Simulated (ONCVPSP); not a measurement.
# Si: the cost of one run

Method: ONCVPSP 4.0.1.1 (patched build), PBEsol, scalar-relativistic.

### 1 The atom and the settings

Typed settings, in words:

| Item | Value |
| --- | --- |
| element | silicon (Si, Z = 14) |
| type | optimised norm-conserving Vanderbilt (ONCV) |
| frozen core | [He] |
| valence charge | 12 |
| reference configuration | 2s2 2p6 3s1.5 3p2.5 |
| partial waves | 2s+3s: rc 0.95 bohr, ncon 4, nbas 9, qcut 14.1 1/bohr, 2 projectors; 2p+3p: rc 1.05 bohr, ncon 4, nbas 8, qcut 12.3 1/bohr, 2 projectors; d scattering state at 0.33 Ha: rc 0.85 bohr, ncon 3, nbas 7, qcut 9.9 1/bohr, 2 projectors, debl 0.6 Ha |
| local potential | polynomial inside 0.75 bohr (lpopt 5, dvloc0 0 Ha) |
| core correction | Teter function, fcfact 2.5, rcfact 1.55 |

The nodes and maxima of the atom's own shells, from an earlier all-electron run, set the scale for the radii.

All-electron outer shells of the reference configuration (PBEsol, scalar-relativistic, ld1.x):

```csv
shell,level (eV),outermost node (bohr),outermost maximum (bohr)
1s,-1783.20,–,0.07
2s,-139.97,0.15,0.45
2p,-96.26,–,0.39
3s,-11.15,0.72,1.77
3p,-4.36,0.72,2.14
```

### 2 Generating the potential

File Si.dat:

```
# ATOM AND REFERENCE CONFIGURATION
# atsym  z   nc   nv     iexc    psfile
  Si 14.00    1    4  -116133      upf
#
#   n    l    f
    1    0    2.00
    2    0    2.00
    2    1    6.00
    3    0    1.50
    3    1    2.50
#
# PSEUDOPOTENTIAL AND OPTIMIZATION
# lmax
    2
#
#   l,   rc,      ep,       ncon, nbas, qcut
    0    0.95    0.00    4    9   14.10
    1    1.05    0.00    4    8   12.30
    2    0.85    0.33    3    7    9.90
#
# LOCAL POTENTIAL
# lloc, lpopt,  rc(5),   dvloc0
    4    5    0.75    0.00
#
# VANDERBILT-KLEINMAN-BYLANDER PROJECTORs
# l, nproj, debl
    0    2    1.60
    1    2    3.40
    2    2    0.60
#
# MODEL CORE CHARGE
# icmod, fcfact, rcfact
    3    2.50    1.55
#
# LOG DERIVATIVE ANALYSIS
# epsh1, epsh2, depsh
   -7.00    5.00    0.04
#
# OUTPUT GRID
# rlmax, drl
    6.00    0.01
#
# TEST CONFIGURATIONS
# ncnf
    4
# nvcnf
#   n    l    f
    4
    2    0    2.00
    2    1    6.00
    3    0    2.00
    3    1    2.00
#
    4
    2    0    2.00
    2    1    6.00
    3    0    2.00
    3    1    1.00
#
    4
    2    0    2.00
    2    1    6.00
    3    0    2.00
    3    1    0.00
#
    4
    2    0    2.00
    2    1    6.00
    3    0    1.00
    3    1    2.00
#
```

The run is started by

```console
$ oncvpsp.x < Si.dat > Si.out
```

**Question.** How long does this run take on 1 thread of Neoverse-N1, shared host?

About 6 s.
